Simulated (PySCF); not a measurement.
# [SiF3]− (SMILES F[Si-](F)F): levels of theory compared

Wanted: a comparison of 6 runs (PBE0/STO-6G, MP2/STO-6G, UMP2/STO-6G, CCSDT(Q)/STO-6G, NEVPT2(2,2)/STO-6G, CCSD(T)/STO-6G) of [SiF3]−. The job is set up through a Python script.

The results are computed with PySCF 2.14.0.

3 further runs of the same task are left out: 1 that didn't finish, 2 set aside as unsound or not needed.

**1. The molecule**

[SiF3]−: 4 atoms, total charge -1, spin state singlet. As SMILES, `F[Si-](F)F`. The Si1–F2 distance was set to 3.048 Å, away from the relaxed value. At this shape a bond of the SMILES string is far longer than usual.

Bond lengths: Si1–F3 1.696 Å, Si1–F4 1.697 Å. Angles: F3–Si1–F4 93.7°.

**2. The energy at PBE0/STO-6G (run 1)**

File run.py:

```python
from pyscf import gto, dft

mol = gto.M(
    atom='''
Si    -2.174447     0.066430     2.658153
F      2.699115    -0.058506    -0.409976
F     -3.464828     2.418156     0.904752
F     -3.557840    -2.259502     0.937841
''',
    spin=0,
    max_memory=1860,
    unit='bohr',
    basis='sto-6g',
    charge=-1,
    verbose=3,
)

ks = dft.RKS(mol)
ks.xc = 'pbe0'
ks.grids.level = 5
ks.conv_tol = 1e-10
ks.kernel()
if not ks.converged:
    ks = ks.newton().run(ks.mo_coeff, ks.mo_occ)

etot = ks.e_tot
print('E(%s) = %.9f' % ('PBE0', etot))
```

Started as:

```
OMP_NUM_THREADS=1 python run.py
```

What it wrote:

```text
converged SCF energy = -585.768150442963
E(PBE0) = -585.768150443
```

Wall time 6.6 s (1 thread of Arm Neoverse V1, shared host); peak memory 0.22 GiB.

**3. A single-point energy at MP2/STO-6G (run 2)**

File run.py:

```python
from pyscf import gto, mp

molecule = gto.M(
    atom='''
Si    -1.150668     0.035153     1.406634
F      1.428310    -0.030960    -0.216950
F     -1.833508     1.279633     0.478774
F     -1.882728    -1.195677     0.496284
''',
    charge=-1,
    max_memory=1860,
    basis='sto-6g',
    verbose=4,
    spin=0,
)

calc0 = molecule.RHF()
calc0.conv_tol = 1e-10
calc0.kernel()
if not calc0.converged:
    calc0 = calc0.newton().run(calc0.mo_coeff, calc0.mo_occ)

pt = mp.MP2(calc0, frozen=8).run()
etot = pt.e_tot
print('E(%s) = %.9f' % ('MP2', etot))
```

Started as:

```
OMP_NUM_THREADS=1 python run.py
```

What it wrote:

```text
PySCF version 2.14.0

[... 62 lines left out ...]
converged SCF energy = -584.437423265752
[... 1 line left out ...]
******** <class 'pyscf.mp.mp2.RMP2'> ********
nocc = 13, nmo = 16
frozen orbitals 8
E(RMP2) = -584.535683713676  E_corr = -0.0982604479236997
E(SCS-RMP2) = -584.545842756249  E_corr = -0.108419490497157
E_corr(same-spin) = -0.0109535157822492
E_corr(oppo-spin) = -0.0873069321414505
E(MP2) = -584.535683714
```

Run time: 1 s. Hardware: 1 thread of Arm Neoverse V1, shared host; peak memory 0.12 GiB.

**4. The energy at UMP2/STO-6G (run 3)**

File input.xyz:

```xyz
4
F3Si
Si    -1.150668     0.035153     1.406634
F      1.428310    -0.030960    -0.216950
F     -1.833508     1.279633     0.478774
F     -1.882728    -1.195677     0.496284
```

File job.py:

```python
from pyscf import gto, scf, mp

mol = gto.M(
    atom='input.xyz',
    max_memory=1860,
    charge=-1,
    basis='sto-6g',
    verbose=4,
    spin=0,
)

myscf = scf.UHF(mol)
myscf.conv_tol = 1e-10
myscf.kernel()
if not myscf.converged:
    myscf = myscf.newton().run(myscf.mo_coeff, myscf.mo_occ)
for _ in range(3):
    mo, _, stable, _ = myscf.stability(return_status=True)
    if stable:
        break
    myscf.kernel(myscf.make_rdm1(mo, myscf.mo_occ))

pt = mp.MP2(myscf, frozen=8).run()
e_final = pt.e_tot
print(f'total energy: {e_final:.8f} hartree')
```

Started as:

```
OMP_NUM_THREADS=1 python job.py
```

What it wrote:

```text
PySCF version 2.14.0

[... 104 lines left out ...]
converged SCF energy = -584.437423265802  <S^2> = 1.6874786e-09  2S+1 = 1
[... 84 lines left out ...]
converged SCF energy = -584.514810570481  <S^2> = 0.94971624  2S+1 = 2.1906312
[... 3 lines left out ...]
******** <class 'pyscf.mp.ump2.UMP2'> ********
nocc = (np.int64(13), np.int64(13)), nmo = (16, 16)
frozen orbitals 8
E(UMP2) = -584.556512876883  E_corr = -0.041702306402173
E(SCS-UMP2) = -584.559626953881  E_corr = -0.0448163834005121
E_corr(same-spin) = -0.00603044340241786
E_corr(oppo-spin) = -0.0356718629997551
total energy: -584.55651288 hartree
```

It took 1.2 s on 1 thread of Arm Neoverse V1, shared host; peak memory 0.12 GiB.

Runs 4 to 5 aren't shown in full; the table further down has their settings and results.

**5. A single-point energy at CCSD(T)/STO-6G (run 6)**

File calc.py:

```python
from pyscf import gto, cc

mol = gto.Mole()
mol.atom = '''
Si    -2.174447     0.066430     2.658153
F      2.699115    -0.058506    -0.409976
F     -3.464828     2.418156     0.904752
F     -3.557840    -2.259502     0.937841
'''
mol.charge = -1
mol.spin = 0
mol.basis = 'sto-6g'
mol.unit = 'bohr'
mol.verbose = 3
mol.max_memory = 1860
mol.build()

hf = mol.RHF()
hf.conv_tol = 1e-10
hf.kernel()
if not hf.converged:
    hf = hf.newton().run(hf.mo_coeff, hf.mo_occ)

mycc = cc.CCSD(hf, frozen=8)
mycc.kernel()
e_t = mycc.ccsd_t()
energy = mycc.e_tot + e_t
print(f'total energy: {energy:.8f} hartree')
```

Started as:

```
OMP_NUM_THREADS=1 python calc.py
```

What it wrote:

```text
converged SCF energy = -584.437423272581
E(CCSD) = -584.5721570025879  E_corr = -0.1347337300073072
CCSD(T) correction = -0.00846250781572474
total energy: -584.58061951 hartree
```

It took 1.3 s on 1 thread of Arm Neoverse V1, shared host; peak memory 0.12 GiB.

**6. The series**

```
run               level  integration grid  frozen core orbitals  energy (Eh)  HOMO energy (eV)  LUMO energy (eV)  HOMO–LUMO gap (eV)  wall time
  1         PBE0/STO-6G                 5                     –  -585.768150              7.25              9.94                2.69      6.6 s
  2          MP2/STO-6G                 –                     8  -584.535684              5.07             12.25                7.18        1 s
  3         UMP2/STO-6G                 –                     8  -584.556513              5.38             14.20                8.83      1.2 s
  4     CCSDT(Q)/STO-6G                 –                     8  -584.577566              5.07             12.25                7.18       11 s
  5  NEVPT2(2,2)/STO-6G                 –                     –  -584.565384              5.07             12.25                7.18      1.3 s
  6      CCSD(T)/STO-6G                 –                     8  -584.580620              5.07             12.25                7.18      1.3 s
```

**7. What came out**

| quantity | value |
| --- | --- |
| run 6: total energy | -584.58062 Eh |
| run 6: HOMO energy (Hartree–Fock orbitals) | 5.07 eV |
| run 6: LUMO energy (Hartree–Fock orbitals) | 12.25 eV |
| run 6: HOMO–LUMO gap (to an unbound level, set by the basis) | 7.18 eV |
| run 6: correlation energy (8 core orbitals frozen) | -143.2 mEh |
| run 6: (T) correction | -8.46 mEh |
| run 6: T1 diagnostic | 0.085 |

In words: In runs 1, 2, 3, 4, 5, 6 the HOMO lies above zero, so the outermost electron may be held by the basis alone. In run 6 the T1 diagnostic is large, so a single reference may not serve. In runs 1, 2, 3, 4, 5, 6 the basis is minimal, so the values are rough. Spin contamination of the reference: run 3 ⟨S²⟩ = 0.95. Where it is this large, the reference is a mixture of spin states, and values that rest on it are in doubt. All runs together took 22 s, the longest 11 s.
